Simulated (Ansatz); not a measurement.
# SiNi2: the cost of one run

Program: Ansatz 0.2.0. Level of theory: DFT PBEsol, scalar-relativistic, plane waves, PAW. These are calculated values, not measurements.

## (1) The starting structure

It takes space group Pnma (No. 62, orthorhombic). Conventional cell: a = 4.990 Å, b = 3.720 Å, c = 7.030 Å, α = 90.00°, β = 90.00°, γ = 90.00°. Around Si (site symmetry m) lie 10 Ni at 2.28 to 2.71 Å. Ni (site symmetry m) has 5 Si at 2.34 to 2.57 Å and 8 Ni at 2.53 to 2.71 Å as nearest neighbours. Ni (site symmetry m) is surrounded by 5 Si at 2.28 to 2.71 Å and 8 Ni at 2.53 to 2.71 Å.

Coordinates:

```
CELL_PARAMETERS angstrom
4.99000 0.00000 0.00000
0.00000 3.72000 0.00000
0.00000 0.00000 7.03000
ATOMIC_POSITIONS crystal
Si 0.28600 0.75000 0.61400
Si 0.71400 0.25000 0.38600
Si 0.21400 0.25000 0.11400
Si 0.78600 0.75000 0.88600
Ni 0.95800 0.75000 0.20300
Ni 0.04200 0.25000 0.79700
Ni 0.54200 0.25000 0.70300
Ni 0.45800 0.75000 0.29700
Ni 0.82500 0.75000 0.56300
Ni 0.17500 0.25000 0.43700
Ni 0.67500 0.25000 0.06300
Ni 0.32500 0.75000 0.93700
```

The structure rests on an entry of the Crystallography Open Database; cell or positions may have been set otherwise for this series.

## (2) Relaxing cell and atoms: SiNi2, no spin

The input, input.yaml:

```yaml
crystal:
  lattice:
    - [4.99, 0.0, 0.0]
    - [0.0, 3.72, 0.0]
    - [0.0, 0.0, 7.03]
  atoms:
    - { symbol: Si, position: [0.286, 0.75, 0.614] }
    - { symbol: Si, position: [0.714, 0.25, 0.386] }
    - { symbol: Si, position: [0.214, 0.25, 0.114] }
    - { symbol: Si, position: [0.786, 0.75, 0.886] }
    - { symbol: Ni, position: [0.958, 0.75, 0.203] }
    - { symbol: Ni, position: [0.042, 0.25, 0.797] }
    - { symbol: Ni, position: [0.542, 0.25, 0.703] }
    - { symbol: Ni, position: [0.458, 0.75, 0.297] }
    - { symbol: Ni, position: [0.825, 0.75, 0.563] }
    - { symbol: Ni, position: [0.175, 0.25, 0.437] }
    - { symbol: Ni, position: [0.675, 0.25, 0.063] }
    - { symbol: Ni, position: [0.325, 0.75, 0.937] }
scf:
  occupations: { method: gaussian, width: 0.1 }
output:
  forces: true
  stress: true
  eigenvalues: true
  write_density: true
  write_potential: true
  elf: true
  volumetric_format: npy
kpoints:
  mp_grid: { grid: [10, 12, 6] }
hamiltonian:
  xc: pbesol
relax:
  f_tol: 0.003
  max_steps: 60
  cell: { stress_tol: 0.02 }
```

Launch:

```sh
ansatz run input.yaml --threads 8 --pin off --max-ram 24576MiB --backend cpu --events-out ev --progress --plain --runs-dir out
```

What time and memory should one allow on 8 threads of AMD EPYC 7R43 (Zen 3), shared host?

About 2.4 min, with a peak of 1.9 GiB.
